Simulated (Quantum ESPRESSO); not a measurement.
# GeCN2 in Quantum ESPRESSO: the effect of dispersion

Crystal: GeCN2.

```
Ge N C
1.0
     1.79379    1.03565    4.92196
    -1.79379    1.03565    4.92196
     0.00000   -2.07129    4.92196
Ge N C
1 2 1
Direct
  0.00000 0.00000 0.00000
  0.58390 0.58390 0.58390
  0.41610 0.41610 0.41610
  0.50000 0.50000 0.50000
```

The cell comes from a database or a generator and needn't be the stable form of this composition.

Alike in all runs:

* Program: Quantum ESPRESSO 7.5
* Task: phonons
* Functional: PBE
* Potentials or basis: GBRV 1.5 PBE
* Cutoff: 612 eV
* Density cutoff: 4898 eV
* k mesh: 4 × 4 × 4, shifted
* Occupations: fermi-dirac, width 0.05 eV
* Spin: no spin polarisation

Each run relaxes the cell or the atoms first.

| dispersion | relaxed volume (Å³/atom) | dielectric constant (mean) | highest phonon frequency (cm⁻¹) |
| --- | --- | --- | --- |
| none | 13.67 | 8.01 | 1883 |
| D2 | ? | ? | ? |
| D3(BJ) two-body | 13.96 | 7.84 | 1902 |

Q: What does the run with dispersion D2 give?

A: Relaxed volume 13.32 Å³/atom; dielectric constant 8.22 mean; highest phonon frequency 1893 cm⁻¹.

Caveats: some modes are imaginary; before the sum rule the acoustic modes lie tens of cm⁻¹ from zero, a sign that the density grid also shifts the optical modes (some runs).
